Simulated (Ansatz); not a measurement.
# ZrHg: how well frozen cores do

Does the method matter for ZrHg? The same cell, functional and mesh are run with all-electron LAPW, PAW on the default files and all-electron PAW on datasets made for the crystal.

Computed with Ansatz 0.2.0 (DFT PBEsol, scalar-relativistic, unless a step's input says otherwise).

### Step 1. The structure to begin with

Symmetry: P4/mmm, No. 123, tetragonal system. Conventional cell: a = 3.147 Å, b = 3.147 Å, c = 4.170 Å, α = 90.00°, β = 90.00°, γ = 90.00°. Around Zr (site symmetry 4/mmm) lie 8 Hg at 3.05 Å and 4 Zr at 3.15 Å. Hg (site symmetry 4/mmm) has 8 Zr at 3.05 Å and 4 Hg at 3.15 Å as nearest neighbours.

Structure file:

```
CELL_PARAMETERS angstrom
3.14700 0.00000 0.00000
0.00000 3.14700 0.00000
0.00000 0.00000 4.17000
ATOMIC_POSITIONS crystal
Zr 0.50000 0.50000 0.50000
Hg 0.00000 0.00000 0.00000
```

The structure is an experimental refinement, used without relaxation.

Atoms are numbered in the order of the input: Zr1, Hg2.

### Step 2. All-electron LAPW

Contents of input.yaml:

```yaml
crystal:
  lattice:
    - [3.147, 0.0, 0.0]
    - [0.0, 3.147, 0.0]
    - [0.0, 0.0, 4.17]
  atoms:
    - { symbol: Zr, position: [0.5, 0.5, 0.5] }
    - { symbol: Hg, position: [0.0, 0.0, 0.0] }
kpoints:
  mp_grid: { grid: [13, 13, 10] }
  band_path:
    path:
      - [0.0, 0.0, 0.0]
      - [0.0, 0.5, 0.0]
      - [0.5, 0.5, 0.0]
      - [0.0, 0.0, 0.0]
      - [0.0, 0.0, 0.5]
      - [0.0, 0.5, 0.5]
      - [0.5, 0.5, 0.5]
      - [0.0, 0.0, 0.5]
      - [0.0, 0.5, 0.0]
    npoints: 14
scf:
  occupations: { method: fermi_dirac, width: 0.03 }
hamiltonian:
  xc: pbesol
  pseudopotentials: { kind: all_electron, lapw: { basis_error: 0.0005 } }
output:
  forces: true
  stress: true
  eigenvalues: true
  populations: true
  dos: { projected: true, de: 0.2, e_range: [-14, 8] }
```

Launch:

```sh
$ ansatz run input.yaml --threads 1 --pin off --max-ram 3072MiB --backend cpu --events-out ev --progress --plain --runs-dir out
```

### Step 3. PAW on the default files

input.yaml: that of step 2 with these lines changed.

```diff
@@ -26,3 +26,3 @@
   xc: pbesol
-  pseudopotentials: { kind: all_electron, lapw: { basis_error: 0.0005 } }
+  pseudopotentials: { kind: paw }
 output:
@@ -31,3 +31,9 @@
   eigenvalues: true
+  efg: { contact_densities: true }
   populations: true
+  bader: true
   dos: { projected: true, de: 0.2, e_range: [-14, 8] }
+  write_density: true
+  write_potential: true
+  elf: true
+  volumetric_format: npy
```

### Step 4. All-electron PAW on datasets made for the crystal

input.yaml: that of step 3 with these lines changed.

```diff
@@ -21,3 +21,3 @@
       - [0.0, 0.5, 0.0]
-    npoints: 14
+    npoints: 8
 scf:
@@ -26,3 +26,3 @@
   xc: pbesol
-  pseudopotentials: { kind: paw }
+  pseudopotentials: { kind: all_electron, datasets: crystal }
 output:
@@ -32,8 +32 @@
   efg: { contact_densities: true }
-  populations: true
-  bader: true
-  dos: { projected: true, de: 0.2, e_range: [-14, 8] }
-  write_density: true
-  write_potential: true
-  elf: true
-  volumetric_format: npy
```

(Steps that only read results are left out.)

**Question.** What will these runs give? Wanted: pressure; gap; Bader charges.

As calculated:

```
           quantity                                              value
           pressure  LAPW -0.63, PAW -0.64, crystal datasets -0.63 GPa
         gap (LAPW)                                               none
Bader charges (PAW)                             Zr1 +1.11, Hg2 -1.11 e
```

What this shows: At this geometry the cell is under tension of 0.6 GPa, so it would shrink if let go. There is no gap at this level; the crystal is a metal here. Zr 4d carries the largest share, 93 %, of the projected states within 0.3 eV of the Fermi level. The projection holds only the free atom's occupied shells (Zr 5s, Zr 4d, Hg 6s, Hg 5d in this range). The field gradient at Hg2, the largest by crystal datasets, is -24.53 by PAW and -24.51 by crystal datasets (10²¹ V/m²), within 5 %. Spin–orbit coupling is left out, which moves gradients at and beside heavy atoms by some per cent and at worst by a factor of two. In pressure, PAW differs from LAPW by -0.01 GPa. The price, with the outputs that each input asks for: 81 s for LAPW against 26 s for PAW, about 3 to one. Spin-orbit coupling is left out, though the cell holds Hg; in elements this heavy it can shift bands and gaps by tenths of an eV.
